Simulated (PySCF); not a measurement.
# DyF3(H2O): other functionals and bases at one geometry

One table from this session's results is given with a row withheld; the runs are named, their logs left out.

Program: PySCF 2.14.0. Level of theory: several levels, as the steps say, no spin–orbit coupling. These are calculated values, not measurements.

2 further runs of the same task are left out: 2 for a known fault of the program. Runs told in other sessions of the task aren't counted.

## Where the work starts

7 atoms, charge 0, spin multiplicity 1.

Bond lengths: Dy1–F2 2.036 Å, Dy1–F3 2.033 Å, Dy1–F4 2.036 Å, Dy1–O5 2.417 Å, O5–H6 0.969 Å, O5–H7 0.969 Å. Angles: F2–Dy1–F3 115.7°, F2–Dy1–F4 118.7°, F2–Dy1–O5 99.9°, F3–Dy1–F4 115.7°, F3–Dy1–O5 102.0°, F4–Dy1–O5 99.9°, Dy1–O5–H6 126.5°, Dy1–O5–H7 126.5°, H6–O5–H7 106.9°.

As a file:

```xyz
7

Dy    0.08653   -0.08224    0.08224
F     1.08861    1.34797    1.12941
F    -1.30589   -1.12933    1.12933
F     1.08861   -1.12941   -1.34797
O    -1.29318    1.32134   -1.32134
H    -1.64250    2.19649   -1.09551
H    -1.64250    1.09551   -2.19649
```

Formal oxidation states: Dy +3. Each metal's 9 4f electrons lie in its core potential, so multiplicities, spins and levels count the valence alone. An earlier session relaxed this geometry at B3LYP, Dy lcecp-1-SVP with ECP55, F def2-SVP, O def2-SVP, H def2-SVP (singlet, point group Cs).

At B3LYP on the finer grid: E = -413.050635 Eh, HOMO -9.15 eV, LUMO -1.55 eV, Mulliken charge on Dy1 +1.13 e, largest force component 0.009 eV/Å. 

Levels to run: BP86; TPSSh; PBE; M06-L; B3LYP, TZVP. Hardware: 2 threads of Arm Neoverse V2, shared host.

Set-up of the first run:

File run.py (the lines that set the calculation):

```python
mol = gto.M(atom='''
Dy     0.08653    -0.08224     0.08224
F      1.08861     1.34797     1.12941
F     -1.30589    -1.12933     1.12933
F      1.08861    -1.12941    -1.34797
O     -1.29318     1.32134    -1.32134
H     -1.64250     2.19649    -1.09551
H     -1.64250     1.09551    -2.19649''',
    basis={'Dy': 'lcecp-1-SVP', 'F': 'def2-SVP', 'O': 'def2-SVP', 'H': 'def2-SVP'},
    ecp={'Dy': 'lcecp-1-SVP'},
    charge=0, spin=0)
mf = dft.RKS(mol, xc='B88,P86')
mf.grids.atom_grid = (75, 302)  # f atoms: unpruned, at least (60, 302)
mf = mf.density_fit()  # fitting sets: Dy AutoAux, F def2-universal-JKFIT, O def2-universal-JKFIT, H def2-universal-JKFIT
mf.conv_tol = 1e-08; mf.max_cycle = 55
mf.kernel(dm0)  # dm0: the density of the relaxed state
```

On the command line:

```console
OMP_NUM_THREADS=2 python run.py
```

Among the steps run: BP86; TPSSh; PBE; M06-L; B3LYP, TZVP.

One table of the session follows, with a row left open; its other results are not shown here.

```
               level  HOMO (eV)  gap (eV)  charge on Dy1 (e)  dipole (D)  largest force component (eV/Å)
B3LYP (relaxed here)      -9.15      7.60               1.13        6.79                            0.01
                BP86      -7.60      5.77               0.98        6.65                            0.34
               TPSSh          ?         ?                  ?           ?                               ?
                 PBE      -7.51      5.55               0.96        6.63                            0.29
               M06-L      -7.80      6.60               1.33        6.71                            0.17
         B3LYP, TZVP      -9.41      7.56               1.64        6.83                            0.26
```

Q: Estimate the row for TPSSh from the others.

**Answer.** HOMO (eV): -8.38; gap (eV): 6.95; charge on Dy1 (e): 1.15; dipole (D): 6.75; largest force component (eV/Å): 0.08. In the column «HOMO (eV)» it lies between B3LYP (relaxed here) (-9.15) and M06-L (-7.80).

In one basis the HOMO–LUMO gap runs from 5.55 eV (PBE) to 7.60 eV (B3LYP). The largest leftover force, 0.34 eV/Å with BP86, stands at a geometry relaxed at another level. With 4f in the core, its levels are missing from HOMO and gap, and its count is fixed, so no charge can pass from the ligands into it. Total energies of different levels can't be compared.
